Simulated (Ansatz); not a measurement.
# AlH5O2Si + H2O: a complex and its separated parts, part 1 of 2

The complex below is one end of an elementary step. How strongly is it bound against its free parts?

The runs use Ansatz 0.2.0, Gaussian basis; PBE0-D4/def2-TZVP structures, single points in def2-TZVPP, no counterpoise correction.

Levels: SPW92, PBE-D4, BLYP-D4, r2SCAN-D4, B97M-V, PBE0-D4, B3LYP-D4, r2SCAN0-D4, BHLYP-D4, CAM-B3LYP-D4, wB97X-V, wB97M-V, B2PLYP, PBE-QIDH, RPA on PBE, Hartree-Fock, MP2, CCSD, CCSD(T).

Cores are frozen in the correlated methods. B3LYP uses VWN-RPA correlation. B2PLYP carries no dispersion term here.

94 further runs of the same task are left out: 94 set aside as unsound or not needed.

**1. Where the work starts**

The complex: 12 atoms, charge 0, spin multiplicity 1.

Atoms are counted from 1 here; the program's logs count them from 0.

Bond lengths: Al1–O2 1.995 Å, Al1–O3 1.731 Å, Al1–O4 1.707 Å, Al1–Si6 2.462 Å, O2–H5 0.964 Å, O2–H7 0.973 Å, O3–H8 0.955 Å, O4–H9 0.955 Å, Si6–H10 1.494 Å, Si6–H11 1.492 Å, Si6–H12 1.502 Å. Angles: O2–Al1–O3 85.3°, O2–Al1–O4 108.6°, O2–Al1–Si6 100.8°, O3–Al1–O4 115.3°, O3–Al1–Si6 118.9°, O4–Al1–Si6 119.4°, Al1–O2–H5 115.6°, Al1–O2–H7 96.4°, H5–O2–H7 108.1°, Al1–O3–H8 123.3°, Al1–O4–H9 122.5°, Al1–Si6–H10 114.0°, Al1–Si6–H11 114.1°, Al1–Si6–H12 111.0°, H10–Si6–H11 106.5°, H10–Si6–H12 105.0°, H11–Si6–H12 105.5°.

Coordinates:

```xyz
12
AlH7O3Si
Al   -0.0917   -0.5415    0.4348
O     0.8733   -1.1924   -1.1853
O     1.3878   -0.8656    1.2730
O    -1.3726   -1.6177    0.7748
H     1.0695   -0.5233   -1.8509
Si   -0.6006    1.7739   -0.2293
H     1.7043   -1.4209   -0.7327
H     1.4218   -1.1622    2.1798
H    -2.2830   -1.4120    0.5741
H    -2.0162    1.9853   -0.6587
H    -0.3227    2.7876    0.8298
H     0.2299    2.1889   -1.4094
```

Its parts: AlH5O2Si holds atoms 1, 3, 4, 6, 8, 9, 10, 11, 12; H2O holds atoms 2, 5, 7. Each part counts its atoms afresh in its own runs.

**2. Relaxing AlH5O2Si alone**

relax-a/in.yaml reads:

```yaml
crystal:
  periodic: [false, false, false]
  atoms:
    - {symbol: Al, position_ang: [-0.091702, -0.541479, 0.434814]}
    - {symbol: O, position_ang: [1.387794, -0.865609, 1.272982]}
    - {symbol: O, position_ang: [-1.372629, -1.617653, 0.774808]}
    - {symbol: Si, position_ang: [-0.600607, 1.773866, -0.229253]}
    - {symbol: H, position_ang: [1.421849, -1.162171, 2.179813]}
    - {symbol: H, position_ang: [-2.283036, -1.412018, 0.574123]}
    - {symbol: H, position_ang: [-2.016219, 1.985259, -0.658748]}
    - {symbol: H, position_ang: [-0.322652, 2.787598, 0.829798]}
    - {symbol: H, position_ang: [0.229922, 2.188909, -1.409396]}
basis:
  gaussian: {orbitals: def2-TZVP}
hamiltonian: {xc: pbe0, dispersion: d4}
relax: {f_tol: 0.005, max_steps: 200}
```

On the command line:

```
$ ansatz run in.yaml --threads 8 --pin off --events-out ev --progress --plain --max-ram 19148MiB
```

Output, shortened:

```text
Functional definition: PBE0
  name "PBE0"
  cite "Adamo & Barone, J. Chem. Phys. 110, 6158 (1999) doi:10.1063/1.478522"
  cite "Perdew, Burke & Ernzerhof, Phys. Rev. Lett. 77, 3865 (1996) doi:10.1103/PhysRevLett.77.3865"
  parent pbe
[...]
1069 factors; their error is unknown
[...]
mean field -18644.22536130 eV, -685.1626445178 hartree, gradient 5.8e-5 eV, S^2 0.000000; 0 other end points of the search recorded, 0 dependent functions left out
[...]
reference -18644.22539726 eV, -685.1626458393 hartree; 24, 24 occupied and 142, 142 virtual orbitals, 1069 factors
[...]
Atom 1 at     1.313757    -0.665582     1.422773 Å, force    -0.001601     0.002290    -0.001837 eV/Å
Atom 2 at    -1.371938    -1.598779     0.838797 Å, force    -0.000784    -0.001509     0.000169 eV/Å
Atom 3 at    -0.603027     1.831458    -0.231077 Å, force    -0.001610     0.000202    -0.000447 eV/Å
Atom 4 at     1.556954    -1.494663     1.832767 Å, force    -0.000288     0.000463    -0.000474 eV/Å
Atom 5 at    -2.260703    -1.524319     0.496854 Å, force    -0.000870     0.003103    -0.001640 eV/Å
Atom 6 at    -1.997646     1.954612    -0.743177 Å, force     0.000700    -0.001545     0.000642 eV/Å
Atom 7 at    -0.390272     2.920166     0.762929 Å, force     0.000219     0.001034    -0.000344 eV/Å
Atom 8 at     0.319291     2.075390    -1.375080 Å, force     0.000373     0.000571    -0.000085 eV/Å
Dipole moment:    -0.233472    -0.138274    -0.028088 e Å
```

It took 15 s on 8 threads of Arm Neoverse V1, shared host.

The steps of the relaxation:

| step | energy from step 1 (eV) | largest force component (eV/Å) |
| --- | --- | --- |
| 1 | 0.0000 | 1.4818 |
| 2 | -0.1595 | 0.5986 |
| 3 | -0.2384 | 0.5315 |
| 4 | -0.2703 | 0.2344 |
| 5 | -0.2780 | 0.0540 |
| 6 | -0.2792 | 0.0543 |
| 7 | -0.2797 | 0.0172 |
| 8 | -0.2797 | 0.0046 |

Distances of close pairs at the start and the end, largest changes first:

| bond | before (Å) | after (Å) | change (Å) |
| --- | --- | --- | --- |
| Al1–O2 | 1.731 | 1.691 | -0.040 |
| Al1–Si4 | 2.462 | 2.440 | -0.022 |
| Si4–H9 | 1.502 | 1.490 | -0.012 |
| Al1–O3 | 1.707 | 1.696 | -0.011 |
| Si4–H7 | 1.494 | 1.491 | -0.004 |
| Si4–H8 | 1.492 | 1.489 | -0.003 |
| O2–H5 | 0.955 | 0.956 | +0.002 |
| O3–H6 | 0.955 | 0.955 | +0.001 |

**3. Relaxing H2O alone**

relax-b/in.yaml reads:

```yaml
crystal:
  periodic: [false, false, false]
  atoms:
    - {symbol: O, position_ang: [0.873319, -1.192350, -1.185318]}
    - {symbol: H, position_ang: [1.069536, -0.523332, -1.850898]}
    - {symbol: H, position_ang: [1.704322, -1.420921, -0.732726]}
basis:
  gaussian: {orbitals: def2-TZVP}
hamiltonian: {xc: pbe0, dispersion: d4}
relax: {f_tol: 0.005, max_steps: 200}
```

On the command line:

```
$ ansatz run in.yaml --threads 8 --pin off --events-out ev --progress --plain --max-ram 19148MiB
```

Output, shortened:

```text
[... 5 set-up lines as earlier in the session ...]
[...]
239 factors; their error is unknown
[...]
mean field -2078.32033393 eV, -76.3768635358 hartree, gradient 2.1e-5 eV, S^2 0.000000; 0 other end points of the search recorded, 0 dependent functions left out
[...]
reference -2078.33309076 eV, -76.3773323405 hartree; 5, 5 occupied and 38, 38 virtual orbitals, 239 factors
Total energy: -2078.33734654 eV, -76.3774887378 hartree
Atom 0 at     0.865745    -1.198166    -1.181003 Å, force    -0.001668     0.001424    -0.001940 eV/Å
Atom 1 at     1.083532    -0.532792    -1.837281 Å, force    -0.000023    -0.001333     0.001418 eV/Å
Atom 2 at     1.697900    -1.405644    -0.750658 Å, force     0.001691    -0.000091     0.000522 eV/Å
Dipole moment:     0.387155     0.168837    -0.083302 e Å
```

It took 1.1 s on 8 threads of Arm Neoverse V1, shared host.

Relaxation path:

```csv
step,energy from step 1 (eV),largest force component (eV/Å)
1,0.0000,0.5452
2,-0.0111,0.1381
3,-0.0126,0.1059
4,-0.0127,0.0019
```

Distances of close pairs at the start and the end, largest changes first:

| bond | before (Å) | after (Å) | change (Å) |
| --- | --- | --- | --- |
| O1–H3 | 0.973 | 0.960 | -0.014 |
| O1–H2 | 0.964 | 0.960 | -0.004 |

**4. SPW92/def2-TZVPP**

parta/in.yaml reads:

```yaml
crystal:
  periodic: [false, false, false]
  atoms:
    - {symbol: Al, position_ang: [-0.213696, -0.361582, 0.764155]}
    - {symbol: O, position_ang: [1.313757, -0.665582, 1.422773]}
    - {symbol: O, position_ang: [-1.371938, -1.598779, 0.838797]}
    - {symbol: Si, position_ang: [-0.603027, 1.831458, -0.231077]}
    - {symbol: H, position_ang: [1.556954, -1.494663, 1.832767]}
    - {symbol: H, position_ang: [-2.260703, -1.524319, 0.496854]}
    - {symbol: H, position_ang: [-1.997646, 1.954612, -0.743177]}
    - {symbol: H, position_ang: [-0.390272, 2.920166, 0.762929]}
    - {symbol: H, position_ang: [0.319291, 2.075390, -1.375080]}
basis:
  gaussian: {orbitals: def2-TZVPP}
hamiltonian: {xc: lda}
```

partb/in.yaml reads:

```yaml
crystal:
  periodic: [false, false, false]
  atoms:
    - {symbol: O, position_ang: [0.865745, -1.198166, -1.181003]}
    - {symbol: H, position_ang: [1.083532, -0.532792, -1.837281]}
    - {symbol: H, position_ang: [1.697900, -1.405644, -0.750658]}
basis:
  gaussian: {orbitals: def2-TZVPP}
hamiltonian: {xc: lda}
```

The same command starts each run, in its folder.

On the command line:

```
$ ansatz run in.yaml --threads 8 --pin off --events-out ev --progress --plain --max-ram 19148MiB
```

parta printed, shortened:

```text
Functional definition: SPW92
  name "SPW92"
  cite "Dirac, Proc. Camb. Phil. Soc. 26, 376 (1930) doi:10.1017/S0305004100016108"
  cite "Slater, Phys. Rev. 81, 385 (1951) doi:10.1103/PhysRev.81.385"
  cite "Perdew & Wang, Phys. Rev. B 45, 13244 (1992) doi:10.1103/PhysRevB.45.13244"
[...]
1154 factors; their error is unknown
[...]
mean field -18565.12624847 eV, -682.2558057367 hartree, gradient 1.1e-5 eV, S^2 0.000000; 0 other end points of the search recorded, 0 dependent functions left out
reference -18565.12629351 eV, -682.2558073920 hartree; 24, 24 occupied and 192, 192 virtual orbitals, 1154 factors
Total energy: -18565.12629351 eV, -682.2558073920 hartree
```

Log of partb, shortened:

```text
[... 5 set-up lines as earlier in the session ...]
[...]
269 factors; their error is unknown
[...]
mean field -2065.39694365 eV, -75.9019377029 hartree, gradient 5.4e-5 eV, S^2 0.000000; 0 other end points of the search recorded, 0 dependent functions left out
reference -2065.39696248 eV, -75.9019383950 hartree; 5, 5 occupied and 54, 54 virtual orbitals, 269 factors
Total energy: -2065.39696248 eV, -75.9019383950 hartree
```

They took 0.61 s (parta), 0.45 s (partb) on 8 threads of Arm Neoverse V1, shared host.

**5. PBE-D4/def2-TZVPP**

Each input of step 4 (parta, partb) changes in the same lines:

```diff
-hamiltonian: {xc: lda}
+hamiltonian: {xc: pbe, dispersion: d4}
```

Each run has its own folder and the same command.

On the command line:

```
$ ansatz run in.yaml --threads 8 --pin off --events-out ev --progress --plain --max-ram 19148MiB
```

parta printed, shortened:

```text
Functional definition: PBE
  name "PBE"
[... 2 set-up lines as earlier in the session ...]
[...]
1154 factors; their error is unknown
[...]
mean field -18643.17616858 eV, -685.1240873966 hartree, gradient 1.4e-5 eV, S^2 0.000000; 0 other end points of the search recorded, 0 dependent functions left out
reference -18643.17621686 eV, -685.1240891708 hartree; 24, 24 occupied and 192, 192 virtual orbitals, 1154 factors
Total energy: -18643.33032953 eV, -685.1297527071 hartree
```

Output in partb, shortened:

```text
[... 4 set-up lines as earlier in the session ...]
[...]
269 factors; their error is unknown
[...]
mean field -2078.40756369 eV, -76.3800691702 hartree, gradient 4.9e-5 eV, S^2 0.000000; 0 other end points of the search recorded, 0 dependent functions left out
reference -2078.40758416 eV, -76.3800699226 hartree; 5, 5 occupied and 54, 54 virtual orbitals, 269 factors
Total energy: -2078.41290117 eV, -76.3802653191 hartree
```

Wall times: 0.91 s (parta), 0.55 s (partb) on 8 threads of Arm Neoverse V1, shared host.

**6. BLYP-D4/def2-TZVPP**

Each input of step 5 (parta, partb) changes in the same lines:

```diff
-hamiltonian: {xc: pbe, dispersion: d4}
+hamiltonian: {xc: {name: BLYP}, dispersion: d4}
```

The same command starts each run, in its folder.

On the command line:

```
$ ansatz run in.yaml --threads 8 --pin off --events-out ev --progress --plain --max-ram 19148MiB
```

parta printed, shortened:

```text
Functional definition: BLYP
  name "BLYP"
  cite "Becke, Phys. Rev. A 38, 3098 (1988) doi:10.1103/PhysRevA.38.3098"
  cite "Lee, Yang & Parr, Phys. Rev. B 37, 785 (1988) doi:10.1103/PhysRevB.37.785"
[...]
1154 factors; their error is unknown
[...]
mean field -18654.82176694 eV, -685.5520552428 hartree, gradient 1.6e-5 eV, S^2 0.000000; 0 other end points of the search recorded, 0 dependent functions left out
reference -18654.82215101 eV, -685.5520693568 hartree; 24, 24 occupied and 192, 192 virtual orbitals, 1154 factors
Total energy: -18655.15125140 eV, -685.5641635732 hartree
```

partb printed, shortened:

```text
[... 4 set-up lines as earlier in the session ...]
[...]
269 factors; their error is unknown
[...]
mean field -2080.27678088 eV, -76.4487616349 hartree, gradient 9.0e-5 eV, S^2 0.000000; 0 other end points of the search recorded, 0 dependent functions left out
reference -2080.27697042 eV, -76.4487686007 hartree; 5, 5 occupied and 54, 54 virtual orbitals, 269 factors
Total energy: -2080.28981273 eV, -76.4492405467 hartree
```

Times: 0.96 s (parta), 0.4 s (partb) on 8 threads of Arm Neoverse V1, shared host.

**7. r2SCAN-D4/def2-TZVPP**

The same edit goes into each in.yaml of step 6 (parta, partb):

```diff
-hamiltonian: {xc: {name: BLYP}, dispersion: d4}
+hamiltonian: {xc: r2scan, dispersion: d4}
```

The same command starts each run, in its folder.

On the command line:

```
$ ansatz run in.yaml --threads 8 --pin off --events-out ev --progress --plain --max-ram 19148MiB
```

Log of parta, shortened:

```text
Functional definition: r2SCAN
  name "r2SCAN"
  cite "Furness, Kaplan, Ning, Perdew & Sun, J. Phys. Chem. Lett. 11, 8208 (2020) doi:10.1021/acs.jpclett.0c02405"
  cite "Furness, Kaplan, Ning, Perdew & Sun, J. Phys. Chem. Lett. 11, 9248 (2020) doi:10.1021/acs.jpclett.0c03077"
  parent r2scan
[...]
1154 factors; their error is unknown
[...]
mean field -18652.06547105 eV, -685.4507632371 hartree, gradient 6.8e-5 eV, S^2 0.000000; 0 other end points of the search recorded, 0 dependent functions left out
reference -18652.06548567 eV, -685.4507637743 hartree; 24, 24 occupied and 192, 192 virtual orbitals, 1154 factors
Total energy: -18652.10321584 eV, -685.4521503325 hartree
```

partb printed, shortened:

```text
[... 5 set-up lines as earlier in the session ...]
[...]
269 factors; their error is unknown
[...]
mean field -2079.58114122 eV, -76.4231973492 hartree, gradient 8.5e-5 eV, S^2 0.000000; 0 other end points of the search recorded, 0 dependent functions left out
reference -2079.58114643 eV, -76.4231975404 hartree; 5, 5 occupied and 54, 54 virtual orbitals, 269 factors
Total energy: -2079.58241894 eV, -76.4232443045 hartree
```

Wall times: 2.2 s (parta), 0.46 s (partb) on 8 threads of Arm Neoverse V1, shared host.

**8. B97M-V/def2-TZVPP**

Each input of step 7 (parta, partb) changes in the same lines:

```diff
-hamiltonian: {xc: r2scan, dispersion: d4}
+hamiltonian: {xc: {name: B97M-V}}
```

The same command starts each run, in its folder.

On the command line:

```
$ ansatz run in.yaml --threads 8 --pin off --events-out ev --progress --plain --max-ram 19148MiB
```

parta printed, shortened:

```text
Functional definition: B97M-V
  name "B97M-V"
  cite "Mardirossian & Head-Gordon, J. Chem. Phys. 142, 074111 (2015) doi:10.1063/1.4907719"
  cite "Becke, J. Chem. Phys. 107, 8554 (1997) doi:10.1063/1.475007"
  cite "Vydrov & Van Voorhis, J. Chem. Phys. 133, 244103 (2010) doi:10.1063/1.3521275"
  # Of w^i u^j: cxij and so on, Table III.
[...]
  gx(w, u) = cx00 + cx01*u + cx02*u^2 + (cx10 + cx11*u)*w
[...]
  gos(w, u) = cos00 + cos01*u + cos03*u^3 + cos10*w + cos32*w^3*u^2
[...]
      + integral(e_c_pw_mod_opposite_spin*gos(b97_w_opposite, b97_u_opposite)) + vv10(b, c)
1154 factors; their error is unknown
[...]
mean field -18650.61479012 eV, -685.3974516962 hartree, gradient 6.9e-5 eV, S^2 0.000000; 0 other end points of the search recorded, 0 dependent functions left out
reference -18650.61486116 eV, -685.3974543068 hartree; 24, 24 occupied and 192, 192 virtual orbitals, 1154 factors
Total energy: -18650.61486116 eV, -685.3974543068 hartree
```

Output in partb, shortened:

```text
[... 5 set-up lines as earlier in the session ...]
  # Of w^i u^j: cxij and so on, Table III.
[...]
  gx(w, u) = cx00 + cx01*u + cx02*u^2 + (cx10 + cx11*u)*w
[...]
  gos(w, u) = cos00 + cos01*u + cos03*u^3 + cos10*w + cos32*w^3*u^2
[...]
      + integral(e_c_pw_mod_opposite_spin*gos(b97_w_opposite, b97_u_opposite)) + vv10(b, c)
269 factors; their error is unknown
[...]
mean field -2079.93550390 eV, -76.4362199376 hartree, gradient 2.9e-5 eV, S^2 0.000000; 0 other end points of the search recorded, 0 dependent functions left out
reference -2079.93553072 eV, -76.4362209230 hartree; 5, 5 occupied and 54, 54 virtual orbitals, 269 factors
Total energy: -2079.93553072 eV, -76.4362209230 hartree
```

They took 3.6 s (parta), 0.55 s (partb) on 8 threads of Arm Neoverse V1, shared host.

**9. PBE0-D4/def2-TZVPP**

Each input of step 8 (parta, partb) changes in the same lines:

```diff
-hamiltonian: {xc: {name: B97M-V}}
+hamiltonian: {xc: pbe0, dispersion: d4}
+output: {orbitals: {seedname: orbitals}}
```

The same command starts each run, in its folder.

On the command line:

```
$ ansatz run in.yaml --threads 8 --pin off --events-out ev --progress --plain --max-ram 19148MiB
```

parta printed, shortened:

```text
[... 5 set-up lines as earlier in the session ...]
[...]
1188 factors; their error is unknown
[...]
mean field -18644.61329213 eV, -685.1769007129 hartree, gradient 4.6e-5 eV, S^2 0.000000; 0 other end points of the search recorded, 0 dependent functions left out
reference -18644.61332777 eV, -685.1769020226 hartree; 24, 24 occupied and 192, 192 virtual orbitals, 1188 factors
Total energy: -18644.74532171 eV, -685.1817527107 hartree
```

Log of partb, shortened:

```text
[... 5 set-up lines as earlier in the session ...]
[...]
269 factors; their error is unknown
[...]
mean field -2078.42781769 eV, -76.3808134912 hartree, gradient 1.3e-5 eV, S^2 0.000000; 0 other end points of the search recorded, 0 dependent functions left out
reference -2078.42783220 eV, -76.3808140242 hartree; 5, 5 occupied and 54, 54 virtual orbitals, 269 factors
Total energy: -2078.43208798 eV, -76.3809704215 hartree
```

They took 1.4 s (parta), 0.35 s (partb) on 8 threads of Arm Neoverse V1, shared host.

**10. B3LYP-D4/def2-TZVPP**

Each input of step 9 (parta, partb) changes in the same lines:

```diff
-hamiltonian: {xc: pbe0, dispersion: d4}
-output: {orbitals: {seedname: orbitals}}
+hamiltonian: {xc: {name: B3LYP}, dispersion: d4}
```

One command serves all of them, each in its own folder.

On the command line:

```
$ ansatz run in.yaml --threads 8 --pin off --events-out ev --progress --plain --max-ram 19148MiB
```

Log of parta, shortened:

```text
Functional definition: B3LYP
  name "B3LYP"
  cite "Stephens, Devlin, Chabalowski & Frisch, J. Phys. Chem. 98, 11623 (1994) doi:10.1021/j100096a001"
[... 2 set-up lines as earlier in the session ...]
  cite "Vosko, Wilk & Nusair, Can. J. Phys. 58, 1200 (1980) doi:10.1139/p80-159"
[...]
1181 factors; their error is unknown
[...]
mean field -18656.92091911 eV, -685.6291976622 hartree, gradient 7.8e-5 eV, S^2 0.000000; 0 other end points of the search recorded, 0 dependent functions left out
reference -18656.92120477 eV, -685.6292081599 hartree; 24, 24 occupied and 192, 192 virtual orbitals, 1181 factors
Total energy: -18657.17065973 eV, -685.6383754607 hartree
```

Log of partb, shortened:

```text
[... 6 set-up lines as earlier in the session ...]
[...]
269 factors; their error is unknown
[...]
mean field -2080.76395872 eV, -76.4666650906 hartree, gradient 1.3e-5 eV, S^2 0.000000; 0 other end points of the search recorded, 0 dependent functions left out
reference -2080.76409708 eV, -76.4666701753 hartree; 5, 5 occupied and 54, 54 virtual orbitals, 269 factors
Total energy: -2080.77252307 eV, -76.4669798244 hartree
```

They took 1.1 s (parta), 0.3 s (partb) on 8 threads of Arm Neoverse V1, shared host.

**11. r2SCAN0-D4/def2-TZVPP**

Each input of step 10 (parta, partb) changes in the same lines:

```diff
-hamiltonian: {xc: {name: B3LYP}, dispersion: d4}
+hamiltonian: {xc: {name: r2SCAN0}, dispersion: d4}
```

Each run has its own folder and the same command.

On the command line:

```
$ ansatz run in.yaml --threads 8 --pin off --events-out ev --progress --plain --max-ram 19148MiB
```

Output in parta, shortened:

```text
Functional definition: r2SCAN0
  name "r2SCAN0"
  cite "Bursch, Neugebauer, Ehlert & Grimme, J. Chem. Phys. 156, 134105 (2022) doi:10.1063/5.0086040"
[... 3 set-up lines as earlier in the session ...]
[...]
1188 factors; their error is unknown
[...]
mean field -18651.19848341 eV, -685.4189020290 hartree, gradient 3.7e-5 eV, S^2 0.000000; 0 other end points of the search recorded, 0 dependent functions left out
reference -18651.19849502 eV, -685.4189024557 hartree; 24, 24 occupied and 192, 192 virtual orbitals, 1188 factors
Total energy: -18651.24379932 eV, -685.4205673580 hartree
```

partb printed, shortened:

```text
[... 6 set-up lines as earlier in the session ...]
[...]
269 factors; their error is unknown
[...]
mean field -2079.27470372 eV, -76.4119359786 hartree, gradient 2.0e-5 eV, S^2 0.000000; 0 other end points of the search recorded, 0 dependent functions left out
reference -2079.27470782 eV, -76.4119361293 hartree; 5, 5 occupied and 54, 54 virtual orbitals, 269 factors
Total energy: -2079.27611196 eV, -76.4119877305 hartree
```

Wall times: 2.9 s (parta), 0.45 s (partb) on 8 threads of Arm Neoverse V1, shared host.

**12. BHLYP-D4/def2-TZVPP**

Each input of step 11 (parta, partb) changes in the same lines:

```diff
-hamiltonian: {xc: {name: r2SCAN0}, dispersion: d4}
+hamiltonian: {xc: {name: BHLYP}, dispersion: d4}
```

Each run has its own folder and the same command.

On the command line:

```
$ ansatz run in.yaml --threads 8 --pin off --events-out ev --progress --plain --max-ram 19148MiB
```

Output in parta, shortened:

```text
Functional definition: BHLYP
  name "BHLYP"
  cite "Becke, J. Chem. Phys. 98, 1372 (1993) doi:10.1063/1.464304"
[... 2 set-up lines as earlier in the session ...]
[...]
1264 factors; their error is unknown
[...]
mean field -18653.62056534 eV, -685.5079118980 hartree, gradient 6.8e-5 eV, S^2 0.000000; 0 other end points of the search recorded, 0 dependent functions left out
reference -18653.62075650 eV, -685.5079189232 hartree; 24, 24 occupied and 192, 192 virtual orbitals, 1264 factors
Total energy: -18653.83017426 eV, -685.5156148840 hartree
```

Output in partb, shortened:

```text
[... 5 set-up lines as earlier in the session ...]
[...]
295 factors; their error is unknown
[...]
mean field -2079.57891023 eV, -76.4231153618 hartree, gradient 2.0e-5 eV, S^2 0.000000; 0 other end points of the search recorded, 0 dependent functions left out
reference -2079.57900102 eV, -76.4231186983 hartree; 5, 5 occupied and 54, 54 virtual orbitals, 295 factors
Total energy: -2079.58395279 eV, -76.4233006725 hartree
```

Wall times: 1.3 s (parta), 0.56 s (partb) on 8 threads of Arm Neoverse V1, shared host.

(Continued in part 2 of 2.)
